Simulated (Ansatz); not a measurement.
# C2H3FSi: how energies converge with the basis set

One table from this session's results is given with a row withheld; the runs are named, their logs left out.

Program: Ansatz 0.2.0, Gaussian basis. Level of theory: one geometry, several basis sets. These are calculated values, not measurements.

Plan: PBE0-D4/def2-SVP; ωB97M-V/def2-SVP; PBE0-D4/def2-QZVPP; ωB97M-V/def2-QZVPP; the functionals' def2-TZVPP values are taken from earlier runs.

## The relaxed structure

The geometry comes from an earlier relaxation with PBE0-D4 in a triple-zeta def2 set; it is a stationary point, not always the lowest conformer.

SMILES `F[SiH]1C=C1`, 7 atoms, charge 0, spin multiplicity 1.

Atoms are counted from 1 here; the program's logs count them from 0.

Bond lengths: F1–Si2 1.595 Å, Si2–C3 1.780 Å, Si2–C4 1.780 Å, Si2–H5 1.472 Å, C3–C4 1.347 Å, C3–H6 1.084 Å, C4–H7 1.084 Å. Angles: F1–Si2–C3 122.3°, F1–Si2–C4 122.3°, F1–Si2–H5 105.7°, C3–Si2–C4 44.5°, C3–Si2–H5 125.7°, C4–Si2–H5 125.7°, Si2–C3–C4 67.8°, Si2–C3–H6 158.3°, C4–C3–H6 133.9°, Si2–C4–C3 67.8°, Si2–C4–H7 158.3°, C3–C4–H7 133.9°.

Set-up of the first run:

Contents of in.yaml:

```yaml
crystal:
  periodic: [false, false, false]
  atoms:
    - {symbol: F, position_ang: [-1.834760, -1.249659, 0.027483]}
    - {symbol: Si, position_ang: [-0.739719, -0.201894, -0.470201]}
    - {symbol: C, position_ang: [0.317130, 0.677847, 0.660762]}
    - {symbol: C, position_ang: [0.969318, -0.309471, 0.017207]}
    - {symbol: H, position_ang: [-1.235951, 0.309836, -1.758114]}
    - {symbol: H, position_ang: [0.602623, 1.397176, 1.419423]}
    - {symbol: H, position_ang: [1.982559, -0.691836, 0.057740]}
basis:
  gaussian: {orbitals: def2-SVP}
hamiltonian: {xc: pbe0, dispersion: d4}
output: {orbitals: {seedname: orbitals}}
```

On the command line:

```bash
$ ansatz run in.yaml --threads 2 --pin off --events-out ev --progress --plain --max-ram 4352MiB
```

Steps of the session up to this table: PBE0-D4 in def2-SVP; ωB97M-V in def2-SVP; PBE0-D4 in def2-QZVPP; ωB97M-V in def2-QZVPP.

One of the session's tables, all rows but one given; the rest of the session is left out.

```
functional       basis  HOMO (eV)  LUMO (eV)
   PBE0-D4    def2-SVP      -7.73      -0.35
   PBE0-D4  def2-TZVPP      -7.76      -0.55
   PBE0-D4  def2-QZVPP      -7.77      -0.62
   ωB97M-V    def2-SVP          ?          ?
   ωB97M-V  def2-TZVPP      -9.94       1.62
   ωB97M-V  def2-QZVPP      -9.96       1.41
```

Q: Estimate the row for ωB97M-V, def2-SVP from the others.

As computed: HOMO (eV): -9.89; LUMO (eV): 1.99. In the column «HOMO (eV)» it lies between ωB97M-V, def2-TZVPP (-9.94) and PBE0-D4, def2-QZVPP (-7.77).
